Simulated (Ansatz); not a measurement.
# GeHSCl (triplet): relaxing a cheap start

Where does this start of GeHSCl (triplet) end when it is relaxed?

Computed with Ansatz 0.2.0, Gaussian basis. Level: UKS PBE0/def2-TZVP.

## 1. Starting geometry

4 atoms, charge 0, spin multiplicity 3.

Atoms are counted from 1 here; the program's logs count them from 0.

Bond lengths: Cl1–Ge2 2.163 Å, Ge2–S3 2.252 Å, Ge2–H4 1.634 Å. Angles: Cl1–Ge2–S3 103.1°, Cl1–Ge2–H4 100.2°, S3–Ge2–H4 101.4°.

The start was built by rule and, where that kept it together, relaxed with GFN2-xTB. Sticks and bond lists go by distance. No spin-orbit coupling is included. 

## 2. Relaxation

Contents of in.yaml:

```yaml
crystal:
  periodic: [false, false, false]
  atoms:
    - {symbol: Cl, position_ang: [-1.678217, 0.392605, -0.544720]}
    - {symbol: Ge, position_ang: [0.033251, -0.392314, 0.520607]}
    - {symbol: S, position_ang: [1.779356, 0.436483, -0.634794]}
    - {symbol: H, position_ang: [0.027220, 0.578234, 1.835130]}
basis:
  gaussian: {orbitals: def2-TZVP}
magnetization: {spin_polarized: true, initial_magnetization: 2}
hamiltonian: {xc: pbe0}
relax: {f_tol: 0.004, max_steps: 80}
```

Launch:

```sh
ansatz run in.yaml --threads 1 --pin off --events-out ev --progress --plain --max-ram 2176MiB
```

Q: Predict the outcome of this session. Wanted: energy gained; shift from the start; total energy; dipole moment; ⟨S²⟩.

**Answer**, as computed:

| quantity | value |
| --- | --- |
| steps | 5 |
| energy gained | 0.097 eV |
| shift from the start (rms) | 0.077 Å |
| total energy | -79877.9491 eV |
| dipole moment | 1.55 D |
| ⟨S²⟩ | 2.008 |

What this shows: The bonds of the start are those of the end. Ge2–H4 went from 1.634 to 1.561 Å. No vibrations were run, so this is a stationary point, not a proven minimum, and this spin need not be the ground state's.
